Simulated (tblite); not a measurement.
# B2H3BrO (SMILES BOBBr) at GFN2-xTB

We compute a geometry optimisation of B2H3BrO. The job is set up through a Python script.

The calculation is run with tblite 0.8.0.

21 further runs of the same task are left out: 21 set aside as unsound or not needed.

## (1) Starting point

The species is B2H3BrO (7 atoms), meant as a singlet with charge 0. SMILES: `BOBBr`. The coordinates come from a GFN2-xTB relaxation. This is one conformer, not always the lowest. The run starts from this shape.

Bond lengths: B1–O2 1.304 Å, O2–B3 1.292 Å, B3–Br4 1.896 Å, B1–H5 1.176 Å, B1–H6 1.176 Å, B3–H7 1.177 Å. Angles: B1–O2–B3 176.7°, O2–B3–Br4 118.9°, O2–B1–H5 118.8°, O2–B1–H6 119.0°, O2–B3–H7 122.5°, Br4–B3–H7 118.6°, H5–B1–H6 122.2°.

## (2) A structure relaxation at GFN2-xTB

File molecule.xyz:

```xyz
7

B     -0.183650     1.345300     0.024420
O      0.052300     0.070270    -0.116360
B      0.254090    -1.203360    -0.189940
Br    -0.363800    -2.312670     1.217990
H      0.617310     2.013940     0.567060
H     -1.184990     1.789900    -0.404030
H      0.808730    -1.703390    -1.099150
```

File script.py:

```python
import json
import numpy as np
from tblite.interface import Calculator
from tblite.interface import symbols_to_numbers
from scipy.optimize import minimize

symbols = list(map(str, np.loadtxt("molecule.xyz", skiprows=2, usecols=0, dtype=str, ndmin=1)))
numbers = np.array(symbols_to_numbers(symbols))
positions = np.loadtxt("molecule.xyz", skiprows=2, usecols=(1, 2, 3), ndmin=2) / 0.52917721

calculator = Calculator("GFN2-xTB", numbers, positions, charge=0, uhf=0)
calculator.set("verbosity", 0)
calculator.set("accuracy", 0.01)
last, frames, energies, grads = [None], [], [], []

def fun(x):
    calculator.update(x.reshape(-1, 3))
    last[0] = calculator.singlepoint(last[0])
    return float(last[0].get('energy')), last[0].get('gradient').ravel()

def show(x):
    e, g = fun(x)
    frames.append(x.reshape(-1, 3).tolist())
    energies.append(e)
    grads.append(g.reshape(-1, 3).tolist())
    print(f"{len(energies) - 1:4d} {e:16.9f} {np.abs(g).max():12.3e} {np.linalg.norm(g):12.3e}")

print("step      energy/Eh       max grad     grad norm")
show(positions.ravel())
opt = minimize(fun, positions.ravel(), jac=True, method="BFGS", callback=show, options={"gtol": 3e-05, "maxiter": 500})
print("converged:", opt.success, "-", opt.message)
fun(opt.x)
res = last[0]
final = opt.x.reshape(-1, 3)
print("final geometry (angstrom)")
for s, p in zip(symbols, final * 0.529177210903):
    print(f"{s:<2} {p[0]:12.6f} {p[1]:12.6f} {p[2]:12.6f}")
print(f"total energy: {res.get('energy') * 2625.4996:.8f} kJ/mol")
eps = np.atleast_2d(res.get("orbital-energies")) * 27.211386
occ = np.atleast_2d(res.get("orbital-occupations"))
filled = occ.sum(axis=0) if eps.shape[0] == 1 else occ[0]
homo = np.nonzero(filled > 0.5)[0].max()
print("  MO   occupation   energy/eV")
for i in range(max(0, homo - 4), min(eps.shape[1], homo + 5)):
    print(f"{i + 1:4d} {filled[i]:10.4f} {eps[0, i]:12.4f}")
mu = res.get("dipole") * 2.541746
print(f"|mu|: {np.linalg.norm(mu):.4f} D, components " + " ".join(f"{c:.4f}" for c in mu))
q = res.get("charges")
print("Charges:", " ".join(f"{s}{i + 1}={c:+.4f}" for i, (s, c) in enumerate(zip(symbols, q))))
out = {k: np.asarray(res.get(k)).tolist() for k in ("energy", "gradient", "charges", "dipole", "orbital-energies", "orbital-occupations")}
out.update(symbols=symbols, positions=(positions * 0.529177210903).tolist(), final=final.tolist(), frames=frames, step_energies=energies, grads=grads, success=bool(opt.success))
json.dump(out, open("results.json", "w"))
```

Run with:

```bash
$ python script.py
```

Q: Predict the results. Wanted: total energy at the end; dipole moment; HOMO energy; LUMO energy; HOMO–LUMO gap.

Answer, from the run:

Level: GFN2-xTB.

```
               quantity         value
total energy at the end  -12.28286 Eh
          dipole moment        4.77 D
            HOMO energy     -11.37 eV
            LUMO energy      -6.60 eV
          HOMO–LUMO gap       4.77 eV
```

**Reading.** At the final geometry: Bond lengths: B1–O2 1.305 Å, O2–B3 1.291 Å, B3–Br4 1.897 Å, B1–H5 1.176 Å, B1–H6 1.176 Å, B3–H7 1.176 Å. Angles: B1–O2–B3 176.7°, O2–B3–Br4 119.0°, O2–B1–H5 118.8°, O2–B1–H6 118.9°, O2–B3–H7 122.5°, Br4–B3–H7 118.5°, H5–B1–H6 122.3°. The optimisation took 9 steps and changed the energy by -0.000 eV. Mulliken charges run from -0.26 on O2 to +0.40 on B3.
